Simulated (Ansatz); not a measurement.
# C2H4AlF: the cost of one run

Computed with Ansatz 0.2.0 through its Python package. Level of theory: CAM-B3LYP/cc-pVDZ.

### Step 1. The structure

Bond lengths: F1–C2 1.346 Å, C2–C3 1.524 Å, C2–Al4 2.040 Å, C3–Al4 2.034 Å, C2–H5 1.094 Å, C3–H6 1.084 Å, C3–H7 1.151 Å, Al4–H8 1.584 Å. Angles (14 of 15 angles, heavy atoms first): F1–C2–C3 113.0°, F1–C2–Al4 114.5°, C3–C2–Al4 67.8°, C2–C3–Al4 68.2°, C2–Al4–C3 43.9°, F1–C2–H5 117.3°, C3–C2–H5 115.4°, Al4–C2–H5 119.1°, C2–C3–H6 117.0°, C2–C3–H7 112.6°, Al4–C3–H6 118.6°, Al4–C3–H7 110.9°, C2–Al4–H8 144.6°, C3–Al4–H8 145.6°.

The script holds or builds the structure itself.

### Step 2. The code

Contents of c2h4alf.py:

```python
"""Energy to split C2H4AlF into its atoms."""

from collections import Counter

import ansatz as az
from ase import Atoms


def total_energy(molecule, charge=0, unpaired=0):
    calc = molecule.calculation().basis(gaussian="cc-pVDZ").functional("cam_b3lyp")
    if charge:
        calc = calc.charge(charge)
    if unpaired:
        calc = calc.spin("collinear", total=unpaired)
    report = calc.run().report
    if report["published_state_doubts"]:
        print("  doubts:", report["published_state_doubts"])
    return report["free_energy_ev"]


def main() -> None:
    atoms = Atoms(["F", "C", "C", "Al", "H", "H", "H", "H"], positions=[
        (-1.6898, -0.6839, 0.4018),
        (-0.4734, -0.2036, 0.7212),
        (0.0136, 0.8712, -0.2428),
        (1.0393, -0.8695, -0.4738),
        (-0.2708, -0.0115, 1.779),
        (-0.671, 1.1775, -1.026),
        (0.6663, 1.6665, 0.2737),
        (1.478, -2.0038, -1.4888),
    ])
    geometry = az.Crystal.molecule_from_ase(atoms)

    # unpaired electrons of the ground-state atoms
    unpaired = {"F": 1, "C": 2, "Al": 1, "H": 1}
    counts = Counter(site.symbol for site in geometry.cartesian_sites)
    atom_energy = {s: total_energy(az.Crystal.molecule().atom(s, (0, 0, 0)), 0, unpaired[s]) for s in counts}
    whole = total_energy(geometry, 0, 0)
    for s, e in atom_energy.items():
        print(f"{s:2s} x{counts[s]}  {e:14.5f} eV")
    print(f"C2H4AlF: {whole:.5f} eV")
    split = sum(counts[s] * e for s, e in atom_energy.items()) - whole
    print(f"atomisation energy (no zero-point term): {96.485332 * split:.1f} kJ/mol, {split / sum(counts.values()):.3f} eV an atom")


if __name__ == "__main__":
    main()
```

### Step 3. The calls as engine input

The engine receives this input (first run):

```yaml
crystal:
  periodic: [false, false, false]
  atoms:
    - { symbol: F, position_ang: [0.0, 0.0, 0.0] }
basis:
  gaussian:
    orbitals: cc-pVDZ
hamiltonian:
  xc: cam_b3lyp
magnetization:
  spin_polarized: true
  initial_magnetization: 1.0
```

### Step 4. Launch

Started as:

```
python c2h4alf.py
```

Q: Estimate wall time and peak memory on 1 thread of Arm Neoverse V1, shared host.

About 4.4 s, with a peak of 0.23 GiB.
